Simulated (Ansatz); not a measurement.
Predict the output of the script below (Ansatz 0.2.0 through its Python package).

`dfpt.py`:
```python
"""Zone-centre and zone-boundary phonons of Na by linear response."""

from pathlib import Path

import ansatz as az
from ase import Atoms
import numpy as np

atoms = Atoms(
    ["Na"],
    scaled_positions=[
        (0.0, 0.0, 0.0),
    ],
    cell=[
        (7.023343, 0.0, 0.0),
        (0.0, 7.023343, 0.0),
        (0.0, 0.0, 7.023343),
    ],
    pbc=True,
)
xtal = az.Crystal.from_ase(atoms)

base = (
    xtal.calculation()
    .occupations(az.OccupationsMethod.FERMI_DIRAC)
    .pseudopotentials("paw")
    .functional(az.Functional.PBESOL)
    .kpoints(6, 6, 6)
    .phonons("dfpt", points=[(0, 0, 0), (0.5, 0.5, 0.5), (0, 0, 0.5)])
)
res = base.run(runs_dir="runs")
ph = res.phonons

for q in ph.qpoints:
    print("q =", np.round(q.q_frac, 3), "1/cm:", " ".join(f"{w:.1f}" for w in q.omega_inv_cm))
```

```console
$ python dfpt.py
DeckWarning: basis.ecutwfc = 420 eV, auto-derived from the records' recommended cutoffs: set by Na (normal level)
q = [0. 0. 0.] 1/cm: -0.0 -0.0 -0.0
q = [0.5 0.5 0.5] 1/cm: -44.5 -44.5 -44.5
q = [0.  0.  0.5] 1/cm: -46.8 13.3 13.3
```
(Warnings from the package without file and line.)

The cell isn't relaxed first, so the values belong to this volume. A negative frequency stands for an imaginary mode. This isn't the structure that Na takes at ambient conditions. The structure is taken as given; imaginary modes can come from an unrelaxed or unstable start. Phonons of metals also depend on mesh and smearing. Wall time of the script: 41 s on 1 thread of Arm Neoverse V2, on a shared host, peak memory 0.95 GiB.

(Lines on the test bed's own set-up are left out of the output.)
